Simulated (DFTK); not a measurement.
# Ir in DFTK: further runs

The runs below take Ir through band structure, with LDA, PBE, PBEsol, RPBE, BLYP.

Everything below comes from runs of DFTK 0.8.2. Logs are shortened: lines on timing, memory, paths and dates and some standing lists are left out, and cuts for length are marked.

**1. The structure**

The cell holds a sheet with vacuum, 1 atom: a = 2.452 Å, b = 2.452 Å, c = 23.800 Å, α = 90.00°, β = 90.00°, γ = 90.00°.

The cell was built by a generator and needn't be a form met in nature.

**2. Band structure, LDA**

Input file run.jl:

```julia
using DFTK
using PseudoPotentialData
using Unitful, UnitfulAtomic
using LinearAlgebra, Printf
include("save.jl")
disable_threading()

# lattice vectors are the columns
lattice = austrip(1u"Å") * [       2.45184            0.0            0.0;
                      0.0        2.45184            0.0;
                      0.0            0.0           23.8]
symbols   = [:Ir]
positions = [[0.0, 0.0, 0.29412]]
pseudopotentials = Dict(:Ir => "Ir.upf")
elements = Dict(s => ElementPsp(s, pseudopotentials; rcut=10.0) for s in unique(symbols))
atoms    = [elements[s] for s in symbols]

build_model(lattice, positions; symmetries=true) =
    model_DFT(lattice, atoms, positions;
              functionals=LDA(),
              temperature=austrip(0.05u"eV"),
              smearing=Smearing.FermiDirac(),
              symmetries)
Ecut  = 45.0  # hartree
kgrid = [8, 8, 1]
tol   = 1e-6
to_GPa = ustrip(uconvert(u"GPa", 1u"hartree/bohr^3"))

model = build_model(lattice, positions)
basis = PlaneWaveBasis(model; Ecut, kgrid)
display(basis)
scfres = self_consistent_field(basis;
                               tol,
                               nbandsalg=AdaptiveBands(model; n_bands_converge=13))
display(scfres.energies)
@printf "Fermi level: %.6f eV\n" ustrip(auconvert(u"eV", something(scfres.εF, NaN)))
forces = compute_forces_cart(scfres)
println("Forces (eV/Å)")
for (s, f) in zip(symbols, forces)
    @printf "%-3s %12.6f %12.6f %12.6f\n" s ustrip.(auconvert.(u"eV/Å", f))...
end
stress = compute_stresses_cart(scfres)
println("Stress (GPa)")
display(round.(stress * to_GPa; digits=4))
println("Levels at the first k-point (eV): ", round.(ustrip.(auconvert.(u"eV", scfres.eigenvalues[1][1:scfres.n_bands_converge])); digits=4))
save_scf!(scfres; forces, stress)

points = Dict("G" => [0.0, 0.0, 0.0], "A" => [0.5, 0.5, 0.5], "M" => [0.5, 0.5, 0.0], "R" => [0.0, 0.5, 0.5], "X" => [0.0, 0.5, 0.0], "Z" => [0.0, 0.0, 0.5])
segments = [("G", "X", 6), ("X", "M", 6), ("M", "G", 9), ("G", "Z", 3), ("Z", "R", 6), ("R", "A", 6), ("A", "Z", 9), ("X", "R", 3), ("M", "A", 3)]
kcoords = vcat([[points[a] + t * (points[b] - points[a]) for t in range(0, 1, n)] for (a, b, n) in segments]...)
bands = compute_bands(scfres, ExplicitKpoints(kcoords); n_bands=15, tol=1e-5)
for (k, ε) in zip(bands.basis.kpoints, bands.eigenvalues)
    @printf "%d %8.4f %8.4f %8.4f " k.spin k.coordinate...
    println(join([@sprintf("%9.4f", e) for e in ustrip.(auconvert.(u"eV", ε .- scfres.εF))]))
end
results["band_energies"] = rows(bands.eigenvalues); results["band_kpoints"] = rows(kcoords)
```

Potentials or basis: SG15 1.2 (PBE).

Started as:

```bash
> julia --threads=1 run.jl  # save.jl only writes the numbers to a file and isn't shown; printed stress counts tension as positive; times include loading and compiling
```

Log:

```text
PlaneWaveBasis discretization:

    Ecut                 : 45.0 Ha
    fft_size             : (30, 30, 288), 259200 total points
    kgrid                : MonkhorstPack([8, 8, 1])
    num.   red. kpoints  : 64
    num. irred. kpoints  : 15

    Discretized Model(lda_x+lda_c_pw, 3D):
        lattice (in Bohr)    : [4.63331   , 0         , 0         ]
                               [0         , 4.63331   , 0         ]
                               [0         , 0         , 44.9755   ]
        unit cell volume     : 965.51 Bohr³

        atoms                : Ir
        atom potentials      : ElementPsp(:Ir, "Ir.upf")

        num. electrons       : 17
        spin polarization    : none
        temperature          : 0.0018375 Ha
        smearing             : DFTK.Smearing.FermiDirac()

        terms                : Kinetic()
                               AtomicLocal()
                               AtomicNonlocal()
                               Ewald(nothing)
                               PspCorrection()
                               Hartree()
                               Xc(lda_x, lda_c_pw)
                               Entropy()
n     Energy            log10(ΔE)   log10(Δρ)   Diag   Δtime
---   ---------------   ---------   ---------   ----   ------
  1   -106.0676909378                   -1.02    5.7    10.8s
  2   -106.0711638256       -2.46       -1.30    1.1    6.05s
  3   -106.0728024167       -2.79       -2.00    2.7    7.43s
  4   -106.0728138632       -4.94       -2.44    2.1    5.61s
  5   -106.0728219634       -5.09       -3.10    2.2    7.01s
  6   -106.0728221127       -6.83       -3.69    3.0    6.93s
  7   -106.0728221338       -7.68       -4.27    4.0    7.88s
  8   -106.0728221346       -9.11       -4.90    3.3    9.47s
  9   -106.0728221347      -10.25       -5.35    4.0    9.93s
 10   -106.0728221347      -10.84       -5.96    4.8    7.45s
 11   -106.0728221347      -11.80       -6.62    5.7    8.93s
Energy breakdown (in Ha):
    Kinetic             31.8811794
    AtomicLocal         -619.3648996
    AtomicNonlocal      11.8695635
    Ewald               195.3841848
    PspCorrection       0.3739914
    Hartree             284.1204803
    Xc                  -10.3365200
    Entropy             -0.0008019

    total               -106.072822134675
Fermi level: -3.909433 eV
Forces (eV/Å)
Ir     -0.000000     0.000000     0.000013
Stress (GPa)
3×3 StaticArraysCore.SMatrix{3, 3, Float64, 9} with indices SOneTo(3)×SOneTo(3):
 1.7162  0.0     0.0
 0.0     1.7162  0.0
 0.0     0.0     0.0002
Levels at the first k-point (eV): [-96.1485, -52.5673, -52.4114, -52.4114, -11.8041, -10.3005, -6.4542, -3.1725, -3.1725, -2.7449, -1.6826, 2.1844, 2.6054]
1   0.0000   0.0000   0.0000  -92.2391 -48.6579 -48.5020 -48.5020  -7.8947  -6.3910  -2.5447   0.7369   0.7369   1.1645   2.2269   6.0939   6.5150   6.6559   7.4360
1   0.0000   0.1000   0.0000  -92.2311 -48.6463 -48.6162 -48.4925  -7.5126  -6.0450  -2.4084  -0.5152   0.7846   1.8232   2.2567   6.3301   6.7907   6.9025   7.7149
1   0.0000   0.2000   0.0000  -92.2099 -48.9091 -48.6159 -48.4677  -6.8277  -4.6794  -2.0221  -1.9775   0.8798   0.9117   3.4861   7.0343   7.5815   7.6421   8.5166
1   0.0000   0.3000   0.0000  -92.1837 -49.2598 -48.5782 -48.4368  -6.2688  -3.2194  -2.2880  -1.4604  -0.1227   1.0733   4.8518   8.1922   8.8465   8.8752   9.7843
1   0.0000   0.4000   0.0000  -92.1625 -49.5349 -48.5474 -48.4117  -5.8586  -4.0398  -0.9461  -0.8399   0.3805   1.2078   6.3499   9.0096   9.7834  10.5166  10.6013
1   0.0000   0.5000   0.0000  -92.1543 -49.6381 -48.5356 -48.4020  -5.7007  -4.3253  -1.0964  -0.7043   1.2602   1.7466   7.2748   7.9395  10.9736  11.3136  12.3868
[... 43 lines left out ...]
1   0.5000   0.5000   0.2500  -92.0711 -49.4988 -49.4988 -48.4201  -6.6948  -3.0775  -3.0775   0.3653   4.7494   8.3529   8.3529  12.2639  13.8080  14.3115  15.5630
1   0.5000   0.5000   0.5000  -92.0711 -49.4988 -49.4988 -48.4201  -6.6948  -3.0775  -3.0775   0.3653   4.7494   8.3529   8.3529  12.2639  13.8080  14.3115  15.5630
```

It took 4 min on 1 thread of Intel Xeon 6975P-C (Granite Rapids), shared host; peak memory 2.8 GiB.

Results:

- Free energy: -2886.3885 eV
- Band gap on the k mesh: none (metal or under the smearing width)

Levels at the corners of the path, in eV from the Fermi level:
| point | band 4 | band 5 | band 6 | band 7 | band 8 | band 9 | band 10 | band 11 | band 12 | band 13 |
| --- | --- | --- | --- | --- | --- | --- | --- | --- | --- | --- |
| Γ | -48.50 | -7.89 | -6.39 | -2.54 | 0.74 | 0.74 | 1.16 | 2.23 | 6.09 | 6.51 |
| X | -48.40 | -5.70 | -4.33 | -1.10 | -0.70 | 1.26 | 1.75 | 7.27 | 7.94 | 10.97 |
| M | -48.42 | -6.69 | -3.08 | -3.08 | 0.37 | 4.75 | 8.35 | 8.35 | 12.26 | 13.81 |
| Γ | -48.50 | -7.89 | -6.39 | -2.54 | 0.74 | 0.74 | 1.16 | 2.23 | 6.09 | 6.51 |
| Z | -48.50 | -7.89 | -6.39 | -2.54 | 0.74 | 0.74 | 1.16 | 2.23 | 6.11 | 6.41 |
| R | -48.40 | -5.70 | -4.33 | -1.10 | -0.70 | 1.26 | 1.75 | 7.27 | 7.94 | 10.97 |
| A | -48.42 | -6.69 | -3.08 | -3.08 | 0.37 | 4.75 | 8.35 | 8.35 | 12.26 | 13.81 |
| Z | -48.50 | -7.89 | -6.39 | -2.54 | 0.74 | 0.74 | 1.16 | 2.23 | 6.11 | 6.41 |
| X | -48.40 | -5.70 | -4.33 | -1.10 | -0.70 | 1.26 | 1.75 | 7.27 | 7.94 | 10.97 |
| R | -48.40 | -5.70 | -4.33 | -1.10 | -0.70 | 1.26 | 1.75 | 7.27 | 7.94 | 10.97 |
| M | -48.42 | -6.69 | -3.08 | -3.08 | 0.37 | 4.75 | 8.35 | 8.35 | 12.26 | 13.81 |
| A | -48.42 | -6.69 | -3.08 | -3.08 | 0.37 | 4.75 | 8.35 | 8.35 | 12.26 | 13.81 |

Caveat: there is no dipole correction across the vacuum; the potentials were made for another functional, which shifts forces and pressure; spin-orbit coupling is left out, which moves the levels of the heavy elements.

**3. Band structure, PBE**

Edit run.jl of step 2 so:

```diff
@@ -19,3 +19,3 @@
     model_DFT(lattice, atoms, positions;
-              functionals=LDA(),
+              functionals=PBE(),
               temperature=austrip(0.05u"eV"),
```

Potentials or basis: SG15 1.2 (PBE).

Started as:

```bash
> julia --threads=1 run.jl  # save.jl only writes the numbers to a file and isn't shown; printed stress counts tension as positive; times include loading and compiling
```

It took 3.7 min on 1 thread of Intel Xeon 6975P-C (Granite Rapids), shared host; peak memory 2.9 GiB.

Results (log left out):

```
Free energy            : -2888.9364 eV
Band gap on the k mesh : none (metal or under the smearing width)
```

Levels at the corners of the path, in eV from the Fermi level:
| point | band 5 | band 6 | band 7 | band 8 | band 9 | band 10 | band 11 | band 12 |
| --- | --- | --- | --- | --- | --- | --- | --- | --- |
| Γ | -7.74 | -6.33 | -2.52 | 0.73 | 0.73 | 1.26 | 2.19 | 5.79 |
| X | -5.60 | -4.28 | -1.08 | -0.70 | 1.24 | 1.85 | 7.36 | 7.98 |
| M | -6.63 | -3.05 | -3.05 | 0.33 | 4.69 | 8.49 | 8.49 | 12.38 |
| Γ | -7.74 | -6.33 | -2.52 | 0.73 | 0.73 | 1.26 | 2.19 | 5.79 |
| Z | -7.74 | -6.33 | -2.52 | 0.73 | 0.73 | 1.26 | 2.19 | 5.81 |
| R | -5.60 | -4.28 | -1.08 | -0.70 | 1.24 | 1.85 | 7.36 | 7.98 |
| A | -6.63 | -3.05 | -3.05 | 0.33 | 4.69 | 8.49 | 8.49 | 12.38 |
| Z | -7.74 | -6.33 | -2.52 | 0.73 | 0.73 | 1.26 | 2.19 | 5.81 |
| X | -5.60 | -4.28 | -1.08 | -0.70 | 1.24 | 1.85 | 7.36 | 7.98 |
| R | -5.60 | -4.28 | -1.08 | -0.70 | 1.24 | 1.85 | 7.36 | 7.98 |
| M | -6.63 | -3.05 | -3.05 | 0.33 | 4.69 | 8.49 | 8.49 | 12.38 |
| A | -6.63 | -3.05 | -3.05 | 0.33 | 4.69 | 8.49 | 8.49 | 12.38 |

Caveat: there is no dipole correction across the vacuum; spin-orbit coupling is left out, which moves the levels of the heavy elements.

**4. Band structure, PBEsol**

Edit run.jl of step 3 so:

```diff
@@ -19,3 +19,3 @@
     model_DFT(lattice, atoms, positions;
-              functionals=PBE(),
+              functionals=PBEsol(),
               temperature=austrip(0.05u"eV"),
```

Started as:

```bash
> julia --threads=1 run.jl  # save.jl only writes the numbers to a file and isn't shown; printed stress counts tension as positive; times include loading and compiling
```

Wall time 3.5 min (1 thread of Intel Xeon 6975P-C (Granite Rapids), shared host); peak memory 2.7 GiB.

The run converged. Its results:

```yaml
Free_energy: -2886.6305 eV
Band_gap_on_the_k_mesh: none (metal or under the smearing width)
```

Stress tensor (GPa, compression positive):
```
-1.15  0.00  0.00
 0.00 -1.15  0.00
 0.00  0.00  0.00
```

Levels at the corners of the path, in eV from the Fermi level:
| point | band 6 | band 7 | band 8 | band 9 | band 10 | band 11 |
| --- | --- | --- | --- | --- | --- | --- |
| Γ | -6.37 | -2.53 | 0.73 | 0.73 | 1.22 | 2.22 |
| X | -4.31 | -1.09 | -0.70 | 1.25 | 1.75 | 7.34 |
| M | -3.07 | -3.07 | 0.35 | 4.73 | 8.39 | 8.39 |
| Γ | -6.37 | -2.53 | 0.73 | 0.73 | 1.22 | 2.22 |
| Z | -6.37 | -2.53 | 0.73 | 0.73 | 1.22 | 2.22 |
| R | -4.31 | -1.09 | -0.70 | 1.25 | 1.75 | 7.34 |
| A | -3.07 | -3.07 | 0.35 | 4.73 | 8.39 | 8.39 |
| Z | -6.37 | -2.53 | 0.73 | 0.73 | 1.22 | 2.22 |
| X | -4.31 | -1.09 | -0.70 | 1.25 | 1.75 | 7.34 |
| R | -4.31 | -1.09 | -0.70 | 1.25 | 1.75 | 7.34 |
| M | -3.07 | -3.07 | 0.35 | 4.73 | 8.39 | 8.39 |
| A | -3.07 | -3.07 | 0.35 | 4.73 | 8.39 | 8.39 |

Caveat: there is no dipole correction across the vacuum; the potentials were made for another functional, which shifts forces and pressure; spin-orbit coupling is left out, which moves the levels of the heavy elements.

**5. Band structure, RPBE**

Edit run.jl of step 4 so:

```diff
@@ -19,3 +19,3 @@
     model_DFT(lattice, atoms, positions;
-              functionals=PBEsol(),
+              functionals=[:gga_x_rpbe, :gga_c_pbe],
               temperature=austrip(0.05u"eV"),
```

Potentials or basis: SG15 1.2 (PBE).

Started as:

```bash
> julia --threads=1 run.jl  # save.jl only writes the numbers to a file and isn't shown; printed stress counts tension as positive; times include loading and compiling
```

Log:

```text
PlaneWaveBasis discretization:

    Ecut                 : 45.0 Ha
    fft_size             : (30, 30, 288), 259200 total points
    kgrid                : MonkhorstPack([8, 8, 1])
    num.   red. kpoints  : 64
    num. irred. kpoints  : 15

    Discretized Model(gga_x_rpbe+gga_c_pbe, 3D):
        lattice (in Bohr)    : [4.63331   , 0         , 0         ]
                               [0         , 4.63331   , 0         ]
                               [0         , 0         , 44.9755   ]
        unit cell volume     : 965.51 Bohr³

        atoms                : Ir
[... 25 lines left out ...]
  9   -106.1849170859      -10.85       -5.63    5.7    8.71s
 10   -106.1849170859      -11.82       -6.14    5.7    7.86s
Energy breakdown (in Ha):
    Kinetic             32.0774191
    AtomicLocal         -619.8485103
    AtomicNonlocal      11.8638547
    Ewald               195.3841848
    PspCorrection       0.3739914
    Hartree             284.4466892
    Xc                  -10.4816474
    Entropy             -0.0008986

    total               -106.184917085887
Fermi level: -3.490532 eV
Forces (eV/Å)
Ir     -0.000000     0.000000    -0.000133
Stress (GPa)
3×3 StaticArraysCore.SMatrix{3, 3, Float64, 9} with indices SOneTo(3)×SOneTo(3):
 -0.49   0.0   -0.0
  0.0   -0.49   0.0
  0.0    0.0    0.0003
Levels at the first k-point (eV): [-95.7198, -52.248, -52.1023, -52.1023, -11.1946, -9.8038, -5.9957, -2.7672, -2.7672, -2.1839, -1.3024, 2.1143, 2.5179]
1   0.0000   0.0000   0.0000  -92.2292 -48.7575 -48.6118 -48.6118  -7.7041  -6.3133  -2.5051   0.7233   0.7233   1.3066   2.1881   5.6046   6.0080   6.2102   6.9565
1   0.0000   0.1000   0.0000  -92.2212 -48.7461 -48.7241 -48.6024  -7.3273  -5.9661  -2.3711  -0.4714   0.7701   1.7938   2.3403   5.8438   6.2898   6.4577   7.2346
1   0.0000   0.2000   0.0000  -92.2002 -49.0124 -48.7162 -48.5780  -6.6718  -4.5815  -1.9924  -1.9290   0.8692   0.8947   3.5651   6.5588   7.0913   7.2002   8.0367
1   0.0000   0.3000   0.0000  -92.1742 -49.3576 -48.6790 -48.5476  -6.1364  -3.1675  -2.1727  -1.4486  -0.1167   1.0531   4.9344   7.7420   8.3620   8.4376   9.3081
1   0.0000   0.4000   0.0000  -92.1531 -49.6288 -48.6487 -48.5229  -5.7378  -3.9852  -0.9333  -0.8237   0.4925   1.1848   6.4500   9.0684   9.4359  10.0416  10.1707
1   0.0000   0.5000   0.0000  -92.1450 -49.7305 -48.6371 -48.5135  -5.5838  -4.2696  -1.0768  -0.7024   1.2360   1.8817   7.4017   7.9941  10.8495  11.1451  11.9006
[... 43 lines left out ...]
1   0.5000   0.5000   0.2500  -92.0623 -49.5936 -49.5936 -48.5234  -6.6158  -3.0402  -3.0402   0.3216   4.6855   8.5254   8.5254  12.4396  13.9000  14.4496  15.6480
1   0.5000   0.5000   0.5000  -92.0623 -49.5936 -49.5936 -48.5234  -6.6158  -3.0402  -3.0402   0.3216   4.6855   8.5254   8.5254  12.4396  13.9000  14.4496  15.6480
```

Run time: 3.6 min. Hardware: 1 thread of Intel Xeon 6975P-C (Granite Rapids), shared host; peak memory 2.7 GiB.

What came out:

```
Free energy            : -2889.4388 eV
Band gap on the k mesh : none (metal or under the smearing width)
```

Levels at the corners of the path, in eV from the Fermi level:
| point | band 4 | band 5 | band 6 | band 7 | band 8 | band 9 | band 10 | band 11 | band 12 | band 13 |
| --- | --- | --- | --- | --- | --- | --- | --- | --- | --- | --- |
| Γ | -48.61 | -7.70 | -6.31 | -2.51 | 0.72 | 0.72 | 1.31 | 2.19 | 5.60 | 6.01 |
| X | -48.51 | -5.58 | -4.27 | -1.08 | -0.70 | 1.24 | 1.88 | 7.40 | 7.99 | 10.85 |
| M | -48.52 | -6.62 | -3.04 | -3.04 | 0.32 | 4.69 | 8.53 | 8.53 | 12.44 | 13.90 |
| Γ | -48.61 | -7.70 | -6.31 | -2.51 | 0.72 | 0.72 | 1.31 | 2.19 | 5.60 | 6.01 |
| Z | -48.61 | -7.70 | -6.31 | -2.51 | 0.72 | 0.72 | 1.31 | 2.19 | 5.61 | 5.93 |
| R | -48.51 | -5.58 | -4.27 | -1.08 | -0.70 | 1.24 | 1.88 | 7.40 | 7.99 | 10.85 |
| A | -48.52 | -6.62 | -3.04 | -3.04 | 0.32 | 4.69 | 8.53 | 8.53 | 12.44 | 13.90 |
| Z | -48.61 | -7.70 | -6.31 | -2.51 | 0.72 | 0.72 | 1.31 | 2.19 | 5.61 | 5.93 |
| X | -48.51 | -5.58 | -4.27 | -1.08 | -0.70 | 1.24 | 1.88 | 7.40 | 7.99 | 10.85 |
| R | -48.51 | -5.58 | -4.27 | -1.08 | -0.70 | 1.24 | 1.88 | 7.40 | 7.99 | 10.85 |
| M | -48.52 | -6.62 | -3.04 | -3.04 | 0.32 | 4.69 | 8.53 | 8.53 | 12.44 | 13.90 |
| A | -48.52 | -6.62 | -3.04 | -3.04 | 0.32 | 4.69 | 8.53 | 8.53 | 12.44 | 13.90 |

Caveat: there is no dipole correction across the vacuum; the potentials were made for another functional, which shifts forces and pressure; spin-orbit coupling is left out, which moves the levels of the heavy elements.

[end of part 1 of 2]
